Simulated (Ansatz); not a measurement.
# CH₉FSi₃: one species, many methods

The task here is to estimate one member of a computed series from the others.

Program: Ansatz 0.2.0, Gaussian basis. Level of theory: functionals in def2-TZVPP, the program's frozen cores in correlated methods. These are calculated values, not measurements.

Levels to be run: PBE-D4, r2SCAN-D4, PBE0-D4, B3LYP-D4, ωB97X-V, ωB97M-V, B2PLYP; CCSD(T)/def2-TZVPP; MP2/def2-QZVPP; extrapolation to the limit.

### The geometry

All runs share one geometry, relaxed beforehand with PBE0-D4 in a triple-zeta def2 set.

SMILES `C[Si](F)([SiH3])[SiH3]`, 14 atoms, charge 0, spin multiplicity 1.

Atoms are counted from 1 here; the program's logs count them from 0.

Bond lengths: C1–Si2 1.867 Å, C1–H6 1.094 Å, C1–H7 1.093 Å, C1–H8 1.093 Å, Si2–F3 1.617 Å, Si2–Si4 2.349 Å, Si2–Si5 2.349 Å, Si4–H9 1.489 Å, Si4–H10 1.487 Å, Si4–H11 1.490 Å, Si5–H12 1.489 Å, Si5–H13 1.487 Å, Si5–H14 1.490 Å. Angles: Si2–C1–H6 110.2°, Si2–C1–H7 110.9°, Si2–C1–H8 110.9°, H6–C1–H7 108.2°, H6–C1–H8 108.2°, H7–C1–H8 108.5°, C1–Si2–F3 108.1°, C1–Si2–Si4 111.1°, C1–Si2–Si5 111.1°, F3–Si2–Si4 108.1°, F3–Si2–Si5 108.1°, Si4–Si2–Si5 110.3°, Si2–Si4–H9 111.3°, Si2–Si4–H10 111.1°, Si2–Si4–H11 108.6°, H9–Si4–H10 108.9°, H9–Si4–H11 108.5°, H10–Si4–H11 108.5° and more.

The first run:

The input, in.yaml:

```yaml
crystal:
  periodic: [false, false, false]
  atoms:
    - {symbol: C, position_ang: [-1.756344, -0.377975, 0.731800]}
    - {symbol: Si, position_ang: [0.006268, 0.210499, 0.555093]}
    - {symbol: F, position_ang: [0.445922, 0.902492, 1.948999]}
    - {symbol: Si, position_ang: [0.193715, 1.817078, -1.147922]}
    - {symbol: Si, position_ang: [1.459150, -1.588251, 0.143622]}
    - {symbol: H, position_ang: [-2.089495, -0.853422, -0.194943]}
    - {symbol: H, position_ang: [-1.844434, -1.108238, 1.539753]}
    - {symbol: H, position_ang: [-2.427071, 0.457530, 0.945990]}
    - {symbol: H, position_ang: [-0.715236, 2.970957, -0.904130]}
    - {symbol: H, position_ang: [1.589743, 2.317900, -1.258757]}
    - {symbol: H, position_ang: [-0.184817, 1.183368, -2.442015]}
    - {symbol: H, position_ang: [1.368343, -2.612450, 1.220587]}
    - {symbol: H, position_ang: [2.868070, -1.123840, 0.037442]}
    - {symbol: H, position_ang: [1.073186, -2.224849, -1.146820]}
basis:
  gaussian: {orbitals: def2-TZVPP}
hamiltonian: {xc: pbe, dispersion: d4}
output: {forces: true, orbitals: {seedname: orbitals}}
```

Run with:

```console
$ ansatz run in.yaml --threads 2 --pin off --events-out ev --progress --plain --max-ram 22528MiB --backend cuda --devices 0, --max-vram 18GiB
```

Steps of the session up to this table: PBE-D4 (GGA); r2SCAN-D4 (meta-GGA); PBE0-D4 (hybrid); B3LYP-D4 (hybrid); ωB97X-V (range-separated); ωB97M-V (range-separated); B2PLYP (double hybrid); CCSD(T) in def2-TZVPP; MP2 in def2-QZVPP.

One of the session's tables, all rows but one given; the rest of the session is left out.

```
            method  atomisation energy (kcal/mol)
            PBE-D4                         1103.3
         r2SCAN-D4                         1107.6
           PBE0-D4                         1097.2
          B3LYP-D4                         1105.3
           ωB97X-V                         1114.8
           ωB97M-V                         1106.4
            B2PLYP                              ?
     HF/def2-TZVPP                          846.8
    MP2/def2-TZVPP                         1080.1
   CCSD/def2-TZVPP                         1070.3
CCSD(T)/def2-TZVPP                         1080.9
           MP2/CBS                         1107.9
       CCSD(T)/CBS                         1108.6
```

**Question.** Estimate the row for B2PLYP.

The run gave: atomisation energy (kcal/mol): 1090.7. In the column «atomisation energy (kcal/mol)» it lies between CCSD(T)/def2-TZVPP (1080.9) and PBE0-D4 (1097.2).
